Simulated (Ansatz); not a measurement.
# GeHF: basis-set convergence

The task here is to estimate one member of a computed series from the others.

Program: Ansatz 0.2.0, Gaussian basis. Level of theory: one geometry, several basis sets. These are calculated values, not measurements.

Levels to be run: PBE0-D4/def2-SVP; ωB97M-V/def2-SVP; PBE0-D4/def2-QZVPP; ωB97M-V/def2-QZVPP; the functionals' def2-TZVPP values are taken from earlier runs.

**The geometry**

The geometry comes from an earlier relaxation with PBE0-D4 in a triple-zeta def2 set; it is a stationary point.

3 atoms, charge 0, spin multiplicity 1.

Atoms are counted from 1 here; the program's logs count them from 0.

Bond lengths: F1–Ge2 1.757 Å, Ge2–H3 1.609 Å. Angles: F1–Ge2–H3 94.2°.

Coordinates:

```xyz
3
FGeH
F     0.67210    1.01263    0.46970
Ge   -0.65786    0.19524   -0.33560
H    -0.02524   -1.27267   -0.14740
```

Set-up of the first run:

File in.yaml:

```yaml
crystal:
  periodic: [false, false, false]
  atoms:
    - {symbol: F, position_ang: [0.672104, 1.012635, 0.469698]}
    - {symbol: Ge, position_ang: [-0.657860, 0.195237, -0.335600]}
    - {symbol: H, position_ang: [-0.025244, -1.272673, -0.147399]}
basis:
  gaussian: {orbitals: def2-SVP}
hamiltonian: {xc: pbe0, dispersion: d4}
output: {orbitals: {seedname: orbitals}}
```

Steps of the session up to this table: PBE0-D4 in def2-SVP; ωB97M-V in def2-SVP; PBE0-D4 in def2-QZVPP; ωB97M-V in def2-QZVPP.

One table of the session follows, with a row left open; its other results are not shown here.

It belongs to the step «Density functionals: the series». 

| functional | basis | HOMO (eV) | LUMO (eV) |
| --- | --- | --- | --- |
| PBE0-D4 | def2-SVP | -7.13 | -2.74 |
| PBE0-D4 | def2-TZVPP | ? | ? |
| PBE0-D4 | def2-QZVPP | -7.27 | -2.88 |
| ωB97M-V | def2-SVP | -9.25 | -0.67 |
| ωB97M-V | def2-TZVPP | -9.37 | -0.79 |
| ωB97M-V | def2-QZVPP | -9.43 | -0.93 |

Estimate the missing values for PBE0-D4, def2-TZVPP.

The run gave: HOMO (eV): -7.22; LUMO (eV): -2.82. In the column «HOMO (eV)» it lies between PBE0-D4, def2-QZVPP (-7.27) and PBE0-D4, def2-SVP (-7.13).
